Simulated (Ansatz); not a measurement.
**AsPH4 (singlet): wave-function methods side by side, cc-pVDZ**

The task here is to estimate one member of a computed series from the others.

Program: Ansatz 0.2.0, Gaussian basis. Level of theory: cc-pVDZ, core rule «outside noble gas», up to 19 orbitals frozen. These are calculated values, not measurements.

Plan: UHF; CCSD(T) on RHF; BCCD(T) on RHF; CISD; CCSDT(Q) on RHF; CASSCF and MRCISD+Q, 10 electrons in 10 orbitals; CASSCF and NEVPT2, 10 electrons in 10 orbitals.

17 further runs of the same task are left out: 2 for a known fault of the program, 5 that didn't finish, 10 set aside as unsound or not needed.

## The geometry

The geometry is a PBE0/def2-TZVP stationary point (not a proven minimum). No spin-orbit coupling is included. The filled d shell of As may be among the frozen orbitals whatever the setting's name suggests; the logs give the count.

6 atoms, charge 0, spin multiplicity 1.

Atoms are counted from 1 here; the program's logs count them from 0.

Bond lengths: P1–As2 2.345 Å, P1–H3 1.422 Å, P1–H4 1.422 Å, As2–H5 1.525 Å, As2–H6 1.525 Å. Angles: As2–P1–H3 93.1°, As2–P1–H4 93.1°, H3–P1–H4 91.9°, P1–As2–H5 92.4°, P1–As2–H6 92.4°, H5–As2–H6 91.1°.

Set-up of the first run:

File in.yaml:

```yaml
crystal:
  periodic: [false, false, false]
  atoms:
    - {symbol: P, position_ang: [0.136118, 0.000001, 1.635095]}
    - {symbol: As, position_ang: [-0.060491, 0.000000, -0.701266]}
    - {symbol: H, position_ang: [-0.839260, 1.022573, 1.794904]}
    - {symbol: H, position_ang: [-0.839263, -1.022569, 1.794905]}
    - {symbol: H, position_ang: [0.996020, 1.088521, -0.854924]}
    - {symbol: H, position_ang: [0.996017, -1.088524, -0.854923]}
basis:
  gaussian: {orbitals: cc-pVDZ}
magnetization: {spin_polarized: true, initial_magnetization: 0}
hamiltonian: {xc: hf}
output: {orbitals: {seedname: orbitals}}
```

Started as:

```bash
$ ansatz run in.yaml --threads 1 --pin off --events-out ev --progress --plain --max-ram 2393MiB
```

Among the steps run: UHF; CCSD(T) on RHF; BCCD(T) on RHF; CISD; CCSDT(Q) on RHF; CASSCF and MRCISD+Q, 10 electrons in 10 orbitals; CASSCF and NEVPT2, 10 electrons in 10 orbitals.

One of the session's tables, all rows but one given; the rest of the session is left out.

It belongs to the step «Misses and costs». 

```
          method  from RCCSDT(Q) (meV)
             RHF               +8018.5
            RMP2               +1466.8
            CISD                     ?
           RCCSD                +266.6
        RCCSD(T)                 +42.3
         BCCD(T)                 +41.3
          RCCSDT                 +13.3
       RCCSDT(Q)                     0
  CASSCF valence               +5923.3
  NEVPT2 valence               +1485.8
  MRCISD valence                +586.5
MRCISD+Q valence                 +41.2
```

Q: Estimate the row for CISD from the others.

As computed: from RCCSDT(Q) (meV): +1064.3. In the column «from RCCSDT(Q) (meV)» it lies between MRCISD valence (+586.5) and RMP2 (+1466.8).

With the free atoms at the same levels and basis (separate runs), the atomisation energy is 13.467 eV at RCCSDT(Q), 13.441 eV at RCCSD(T), 9.615 eV at RHF.
